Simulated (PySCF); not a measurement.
**Cd⁴⁶⁺: ionisation energy in even-tempered 15s7p4d3f3g**

Wanted: the ionisation energy of cadmium, up a ladder of methods.

The numbers are computed with PySCF 2.14.0 (unrestricted determinants in a Gaussian basis, no spin-orbit coupling in the energies), except any that are marked as measured or tabulated.

## (1) Starting point

* Element: cadmium (Z = 48)
* Basis: an even-tempered Gaussian basis (15 s from 90 bohr⁻², ratio 2.2; 7 p from 140 bohr⁻², ratio 2.4; 4 d from 410 bohr⁻², ratio 2.4; 3 f from 610 bohr⁻², ratio 2.4; 3 g from 920 bohr⁻², ratio 2.4)
* Hamiltonian: no relativity, point nucleus
* State 1: Cd⁴⁶⁺: 1s2, closed-shell 1S
* Needed too, but not shown: Cd⁴⁷⁺ 1s1 (2S)
* Methods: CCSD(T)
* Core shells frozen in the correlated runs: all electrons: nothing (for Cd⁴⁶⁺)

The outer shells:

Cd46+ 1s2
```
1s [↑↓]
```

One driver process ran all states and methods and kept the integrals in memory. Each run is shown as a PySCF script that sums up its settings (the driver passes frozen orbitals as a list and adds second-order terms of double hybrids); the logs are those of the runs themselves. The driver starts from symmetry-adapted Hartree-Fock orbitals, holds the occupation by maximum overlap and uses a logarithmic radial grid for functionals, so a plain start would take other cycles.

The integrals over 104 functions and the set-up took 0.45 s of CPU time.

## (2) Cd⁴⁶⁺: CCSD(T) (all electrons)

Level: CCSD(T) (all electrons).

input.py

```python
from pyscf import gto, scf, dft, mp, cc
mol = gto.M(atom="Cd 0 0 0", charge=46, spin=0, symmetry="D2h",
            basis=gto.etbs([(0, 15, 90, 2.2), (1, 7, 140, 2.4), (2, 4, 410, 2.4), (3, 3, 610, 2.4), (4, 3, 920, 2.4)]))
mf = scf.UHF(mol)
mf.irrep_nelec = {'Ag': (1, 1)}
mf.kernel()
mycc = cc.CCSD(mf, frozen=[[93, 94, 95, 96, 97, 98, 99, 100, 101, 102, 103], [93, 94, 95, 96, 97, 98, 99, 100, 101, 102, 103]]).run()
mycc.ccsd_t()
```

Log:

```text
CC2 = 0
CCSD nocc = 1, nmo = 93
frozen orbitals [93, 94, 95, 96, 97, 98, 99, 100, 101, 102, 103]
max_cycle = 100
direct = 0
conv_tol = 1e-08
conv_tol_normt = 1e-06
diis_space = 8
diis_start_cycle = 0
Init t2, MP2 energy = -2274.15554689325  E_corr(MP2) -0.0455211767223333
Init E_corr(CCSD) = -0.0455211767223333
cycle = 1  E_corr(CCSD) = -0.0457666944245874  dE = -0.000245517702  norm(t1,t2) = 2.31151e-05
cycle = 2  E_corr(CCSD) = -0.0457694137750468  dE = -2.71935046e-06  norm(t1,t2) = 2.79839e-07
cycle = 3  E_corr(CCSD) = -0.0457694437557039  dE = -2.99806571e-08  norm(t1,t2) = 3.69255e-09
cycle = 4  E_corr(CCSD) = -0.0457694436142066  dE = 1.41497272e-10  norm(t1,t2) = 1.20639e-11
CCSD converged
E(CCSD) = -2274.155795160138  E_corr = -0.04576944361420662
```

It used 2.9 s of CPU time after the integrals (shared host).

CCSD correlation -0.04577 hartree, triples 0.00000; total -2274.155795. T1 = 0.000, largest double amplitude 0.001. With two correlated electrons the triples vanish and CCSD is exact in this space.

A non-relativistic calculation at this Z misses sizeable relativistic shifts.

## (3) The energy differences

Ionisation energy: Cd⁴⁶⁺ 1s2 (1S) → Cd⁴⁷⁺ 1s1 (2S).

```tsv
method	value (eV)	less the reference (eV)
UHF	30534.2	-916.9
MP2 (all electrons)	30535.4	-915.6
SCS-MP2 (all electrons)	30535.7	-915.4
CCSD (all electrons)	30535.4	-915.6
CCSD(T) (all electrons)	30535.4	-915.6
CCSDT (all electrons)	30535.4	-915.6
FCI (all electrons)	30535.4	-915.6
```

Reference: 31451.1 eV (theoretical estimate listed by NIST; NIST Atomic Spectra Database, ionization energies). The calculation is non-relativistic, so it cannot be held against the reference.

The differences also use runs on Cd⁴⁷⁺ 1s1 (2S), which are not shown here. The runs at UHF, MP2 (all electrons) are not shown; their differences are listed all the same.

## (4) Outcome

| quantity | value |
| --- | --- |
| ionisation energy, Cd⁴⁶⁺ | UHF 30534.2, FCI (all electrons) 30535.4 eV; reference 31451.1 |

Each level's miss (mean over 1 difference):

```tsv
method	mean absolute miss against FCI (all electrons) (eV)
UHF	1.245
MP2 (all electrons)	0.007
SCS-MP2 (all electrons)	0.241
CCSD (all electrons)	0.000
CCSD(T) (all electrons)	0.000
CCSDT (all electrons)	0.000
FCI (all electrons)	0.000
```

In words: The methods span 1.486 eV, from UHF (30534.2) to SCS-MP2 (all electrons) (30535.7). The reference is uncertain or not like for like (spin-orbit coupling or other relativistic terms), so no ranking of close methods is drawn. All values hold for this basis alone; no basis-set limit was taken.
